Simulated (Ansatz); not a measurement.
# CH4Cl2GeS, SMILES C[S][GeH]([Cl])[Cl]: energies of removing a hydrogen

Computed with Ansatz 0.2.0, Python API.

At the Python prompt:
```pycon
>>> import ansatz as az
>>> from ase import Atoms
>>> BASIS_SET = "def2-SVP"
>>> XC = "b3lyp"
>>> def total_energy(molecule, charge=0, unpaired=0):
...     calc = molecule.calculation().basis(gaussian=BASIS_SET).functional(XC).accuracy("medium")
...     if charge:
...         calc = calc.charge(charge)
...     if unpaired:
...         calc = calc.spin("collinear", total=unpaired)
...     return calc.run().report["free_energy_ev"]
...
>>> def without(molecule, index):
...     rest = az.Crystal.molecule()
...     for i, site in enumerate(molecule.cartesian_sites):
...         if i != index:
...             rest = rest.atom(site.symbol, site.position_ang)
...     return rest
...
>>> atoms = Atoms(["C", "S", "Ge", "Cl", "Cl", "H", "H", "H", "H"], positions=[
...     (0.4226, 1.3032, 0.6959),
...     (1.1676, 0.4715, -0.6979),
...     (-0.2632, -1.2511, -0.6212),
...     (0.5336, -2.7955, -1.9519),
...     (-2.2102, -0.6241, -1.2239),
...     (-0.6813, 1.5966, 0.43),
...     (0.9417, 2.3006, 0.8745),
...     (0.4526, 0.7441, 1.5965),
...     (-0.275, -1.7916, 0.881),
... ])
>>> molecule = az.Crystal.molecule_from_ase(atoms)
>>> whole = total_energy(molecule, 0)

>>> hydrogen = total_energy(az.Crystal.molecule().atom("H", (0, 0, 0)), 0, 1)
>>> print(f"E(molecule) = {whole:.5f} eV, E(H) = {hydrogen:.5f} eV")
E(molecule) = -93487.10613 eV, E(H) = -13.63995 eV
>>> for index in [7, 8]:
...     radical = total_energy(without(molecule, index), 0, 1)
...     print(f"H{index}: homolysis {96.485332 * (radical + hydrogen - whole):.1f} kJ/mol")
...
H7: homolysis 444.6 kJ/mol
H8: homolysis 325.4 kJ/mol
```

Caveats:
- These settings explore the input space; basis and method may be short of convergence.
- The geometry is a force-field or estimated start, not a minimum of this method, and the basis set is short of its limit. All parts are taken at fixed geometry, without zero-point energy.
- b3lyp holds the VWN-RPA fit, as in Gaussian; the form of ORCA and Turbomole is b3lyp5.
- Wall time of the script: 14 s on 1 thread of Intel(R) Xeon(R) 6975P-C (Granite Rapids) (shared host), peak memory 0.51 GiB.

(Lines on the test bed's own set-up are left out of the output.)
